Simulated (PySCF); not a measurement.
**CH₁₀Si₃: electronic structure in real space**

For CH₁₀Si₃, the scripts below analyse its density (charges, bond critical points, surface potential), see where an electron leaves and enters and measure its response to a uniform field.

Method: levels as typed in each script, gas phase, geometry from GFN2-xTB; program: PySCF 2.14.0.

## Step 1: Starting geometry

SMILES `[SiH3]C([SiH3])[SiH3]`, 14 atoms, charge 0, spin multiplicity 1.

Bond lengths: Si1–C2 1.903 Å, Si1–H5 1.467 Å, Si1–H6 1.464 Å, Si1–H7 1.467 Å, C2–Si3 1.902 Å, C2–Si4 1.903 Å, C2–H8 1.095 Å, Si3–H9 1.464 Å, Si3–H10 1.467 Å, Si3–H11 1.467 Å, Si4–H12 1.464 Å, Si4–H13 1.467 Å, Si4–H14 1.467 Å. Angles: C2–Si1–H5 110.1°, C2–Si1–H6 110.3°, C2–Si1–H7 110.1°, H5–Si1–H6 109.1°, H5–Si1–H7 108.3°, H6–Si1–H7 109.1°, Si1–C2–Si3 112.4°, Si1–C2–Si4 112.4°, Si1–C2–H8 106.4°, Si3–C2–Si4 112.4°, Si3–C2–H8 106.4°, Si4–C2–H8 106.4°, C2–Si3–H9 110.3°, C2–Si3–H10 110.1°, C2–Si3–H11 110.1°, H9–Si3–H10 109.1°, H9–Si3–H11 109.1°, H10–Si3–H11 108.3° and more.

Geometry (Å):

```mol
CH10Si3
  3D, bonds by distance, orders not assigned

 14 13  0  0  0  0  0  0  0  0999 V2000
   -0.4009   -1.7808   -0.0625 Si  0  0
    0.0001   -0.0000    0.4739 C   0  0
    1.7426    0.5432   -0.0625 Si  0  0
   -1.3417    1.2376   -0.0625 Si  0  0
   -1.7097   -2.1823    0.4639 H   0  0
   -0.4226   -1.8773   -1.5233 H   0  0
    0.6093   -2.7045    0.4639 H   0  0
    0.0000    0.0001    1.5690 H   0  0
    1.8370    0.5727   -1.5233 H   0  0
    2.7448   -0.3895    0.4639 H   0  0
    2.0375    1.8799    0.4638 H   0  0
   -1.4145    1.3046   -1.5233 H   0  0
   -2.6468    0.8246    0.4638 H   0  0
   -1.0351    2.5718    0.4639 H   0  0
  1  2  8  0
  2  3  8  0
  2  4  8  0
  1  5  8  0
  1  6  8  0
  1  7  8  0
  2  8  8  0
  3  9  8  0
  3 10  8  0
  3 11  8  0
  4 12  8  0
  4 13  8  0
  4 14  8  0
M  END
```

## Step 2: Density, bond paths and surface potential (PBE/def2-tzvp)

File input.py:

```python
import numpy as np
from pyscf import gto, scf, dft
from pyscf.scf import atom_ks, atom_hf
from scipy.linalg import block_diag

def solve(mol, dm0=None, hcore=None):
    mf = (dft.UKS if mol.spin else dft.RKS)(mol, xc='pbe')
    mf.grids.level = 3
    mf = mf.density_fit(auxbasis='def2-universal-jkfit')
    mf.conv_tol, mf.max_cycle = 1e-8, 80
    if hcore is not None:
        mf.get_hcore = lambda *args: hcore
    mf.kernel(dm0)
    if not mf.converged:
        mf = mf.newton().run(mf.mo_coeff, mf.mo_occ, max_cycle=30)
    assert mf.converged, 'SCF not converged'
    return mf

mol = gto.M(atom='''
Si    -0.40092    -1.78075    -0.06252
C      0.00008    -0.00001     0.47393
Si     1.74262     0.54317    -0.06252
Si    -1.34172     1.23757    -0.06251
H     -1.70970    -2.18231     0.46387
H     -0.42261    -1.87726    -1.52333
H      0.60928    -2.70448     0.46392
H      0.00000     0.00009     1.56902
H      1.83704     0.57266    -1.52333
H      2.74477    -0.38949     0.46386
H      2.03753     1.87990     0.46376
H     -1.41448     1.30462    -1.52331
H     -2.64682     0.82460     0.46377
H     -1.03509     2.57178     0.46388
''', basis='def2-tzvp', charge=0, spin=0, verbose=4)
mf = solve(mol)
mf.analyze()
# spherically averaged free atoms, for the promolecule
atm = atom_ks.get_atm_nrks(mol, xc='pbe')
pro = block_diag(*[(atm[a[0]][2] * atm[a[0]][3]) @ atm[a[0]][2].T for a in mol._atom])
np.savez('result.npz', e=mf.e_tot, c=mf.mo_coeff, occ=mf.mo_occ, eps=mf.mo_energy, pro=pro, dip=mf.dip_moment(verbose=0), s2=mf.spin_square()[0])
```

Command:

```console
> OMP_NUM_THREADS=1 python input.py
```

## Step 4: Removing and adding an electron (PBE/def2-tzvp)

File input.py:

```python
import numpy as np
from pyscf import gto, scf, dft
from pyscf.scf import atom_ks, atom_hf
from scipy.linalg import block_diag

def solve(mol, dm0=None, hcore=None):
    mf = (dft.UKS if mol.spin else dft.RKS)(mol, xc='pbe')
    mf.grids.level = 3
    mf = mf.density_fit(auxbasis='def2-universal-jkfit')
    mf.conv_tol, mf.max_cycle = 1e-8, 80
    if hcore is not None:
        mf.get_hcore = lambda *args: hcore
    mf.kernel(dm0)
    if not mf.converged:
        mf = mf.newton().run(mf.mo_coeff, mf.mo_occ, max_cycle=30)
    assert mf.converged, 'SCF not converged'
    return mf

mol = gto.M(atom='''
Si    -0.40092    -1.78075    -0.06252
C      0.00008    -0.00001     0.47393
Si     1.74262     0.54317    -0.06252
Si    -1.34172     1.23757    -0.06251
H     -1.70970    -2.18231     0.46387
H     -0.42261    -1.87726    -1.52333
H      0.60928    -2.70448     0.46392
H      0.00000     0.00009     1.56902
H      1.83704     0.57266    -1.52333
H      2.74477    -0.38949     0.46386
H      2.03753     1.87990     0.46376
H     -1.41448     1.30462    -1.52331
H     -2.64682     0.82460     0.46377
H     -1.03509     2.57178     0.46388
''', basis='def2-tzvp', charge=0, spin=0, verbose=4)
mf = solve(mol)
out = dict(e0=mf.e_tot, dm0=mf.make_rdm1(), c=mf.mo_coeff, occ=mf.mo_occ, eps=mf.mo_energy)
for name, dq, spin in [('cation', 1, 1)]:
    ion = mol.copy().set(charge=mol.charge + dq, spin=spin).build()
    mi = solve(ion)
    if spin and dq > 0 and mol.nao < 130:
        c, _, stable, _ = mi.stability(return_status=True)
        if not stable:
            mi = solve(ion, mi.make_rdm1(c, mi.mo_occ))
    print(name, 'vertical energy change / eV', (mi.e_tot - mf.e_tot) * 27.211386)
    out.update({'e_' + name: mi.e_tot, 'dm_' + name: mi.make_rdm1(), 's2_' + name: mi.spin_square()[0], 'eps_' + name: mi.mo_energy, 'occ_' + name: mi.mo_occ})
# spherically averaged free atoms, for the promolecule
atm = atom_ks.get_atm_nrks(mol, xc='pbe')
pro = block_diag(*[(atm[a[0]][2] * atm[a[0]][3]) @ atm[a[0]][2].T for a in mol._atom])
np.savez('result.npz', pro=pro, **out)
```

## Step 5: Response to an electric field (PBE/def2-tzvp)

input.py, as its differences from that of step 4:

```diff
@@ -34,13 +34,10 @@
 ''', basis='def2-tzvp', charge=0, spin=0, verbose=4)
+field = np.array([0.004, 0.0, 0.0])  # atomic units
+mol.set_common_orig(mol.atom_charges() @ mol.atom_coords() / mol.atom_charges().sum())
 mf = solve(mol)
-out = dict(e0=mf.e_tot, dm0=mf.make_rdm1(), c=mf.mo_coeff, occ=mf.mo_occ, eps=mf.mo_energy)
-for name, dq, spin in [('cation', 1, 1)]:
-    ion = mol.copy().set(charge=mol.charge + dq, spin=spin).build()
-    mi = solve(ion)
-    if spin and dq > 0 and mol.nao < 130:
-        c, _, stable, _ = mi.stability(return_status=True)
-        if not stable:
-            mi = solve(ion, mi.make_rdm1(c, mi.mo_occ))
-    print(name, 'vertical energy change / eV', (mi.e_tot - mf.e_tot) * 27.211386)
-    out.update({'e_' + name: mi.e_tot, 'dm_' + name: mi.make_rdm1(), 's2_' + name: mi.spin_square()[0], 'eps_' + name: mi.mo_energy, 'occ_' + name: mi.mo_occ})
+out = dict(dm0=mf.make_rdm1(), d0=mf.dip_moment(unit='AU'), e0=mf.e_tot)
+for name, sign in (('p', 1), ('m', -1)):
+    h = mf.get_hcore() + sign * np.einsum('x,xij->ij', field, mol.intor('int1e_r'))
+    mi = solve(mol, mf.make_rdm1(), h)
+    out.update({'dm' + name: mi.make_rdm1(), 'd' + name: mi.dip_moment(unit='AU'), 'e' + name: mi.e_tot})
 # spherically averaged free atoms, for the promolecule
```

(Steps that only read results are left out.)

Before running it: what results should come out? Wanted: dipole moment; HOMO, LUMO; polarisability along the field.

The runs gave:

```
                                      quantity            value
                 dipole moment (PBE/def2-tzvp)           0.58 D
                    HOMO, LUMO (PBE/def2-tzvp)  -7.49, -0.88 eV
polarisability along the field (PBE/def2-tzvp)      101.7 bohr³
```

In words: At PBE/def2-tzvp: The highest Hirshfeld charge is on Si1, Si3 and Si4 (+0.28 e), the lowest on C2 (−0.26 e). The geometry was not optimised at these levels.
